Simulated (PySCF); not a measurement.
**BHF₃−, an adduct: interaction energy**

An exercise on one series of results from a longer session: the logs are not shown, and one member is left open.

Computed with PySCF 2.14.0; each step states its level. No surroundings beyond the atoms listed, unless a continuum is named. Atoms count from 0, parts from 1.

### The system as given

5 atoms, charge -1, multiplicity 1; geometry: GFN2-xTB. Parts: 1 = atoms 0–3, `FB(F)F`, charge 0; 2 = atom 4, `[H-]`, charge -1. In the given geometry H4 is bonded to B1 (1.23 Å), so values for the parts refer to these atom groups.

Set-up of the first run:

What the job is given:

```
{"job": {"xc": "PBE0", "basis": "def2-SVPD", "d3": "d3bj", "grid": 2, "kind": "geom", "shake": 0.01}, "charge": -1, "multiplicity": 1, "parts": [{"atoms": "0-3", "charge": 0, "multiplicity": 1}, {"atoms": "4-4", "charge": -1, "multiplicity": 1}]}
F     -0.892694    -0.444825    -0.748982
B      0.290770     0.177552    -0.361781
F     -0.019687     1.166510     0.590782
F      1.123066    -0.799227     0.254728
H      0.869466     0.660810    -1.328901
```

On the command line:

```
> OMP_NUM_THREADS=1 python cluster_run.py task.json out
```

This one command runs all jobs of the session in turn.

Steps of the session up to this table: Optimising the geometry at PBE0-D3(BJ)/def2-SVPD; Coupled-cluster interaction energy: CCSD(T) and MP2.

One of the session's tables, all rows but one given; the rest of the session is left out.

It belongs to the step «Coupled-cluster interaction energy: CCSD(T) and MP2». 

| method | interaction energy (kcal/mol) |
| --- | --- |
| HF/aug-cc-pVDZ | ? |
| MP2/aug-cc-pVDZ | -126.55 |
| CCSD/aug-cc-pVDZ | -124.75 |
| CCSD(T)/aug-cc-pVDZ | -123.77 |
| HF/aug-cc-pVTZ | -130.28 |
| MP2/aug-cc-pVTZ | -130.02 |
| SCS-MP2/aug-cc-pVTZ | -128.13 |
| MP2, extrapolated | -131.44 |
| CCSD(T), limit estimate | -128.66 |

Estimate the missing values for HF/aug-cc-pVDZ.

As computed: interaction energy (kcal/mol): -130.20. In the column «interaction energy (kcal/mol)» it lies between HF/aug-cc-pVTZ (-130.28) and MP2/aug-cc-pVTZ (-130.02).

At this geometry H4 is bonded to B1 (1.24 Å), so this energy is mostly that of cutting a chemical bond between strained fragments, not an intermolecular interaction.

Limits of these values: The interaction energy leaves out the deformation of the parts, 53.48 kcal/mol at MP2. So large a deformation means that a part is far from its own minimum, so a sum across the two methods would be rough.
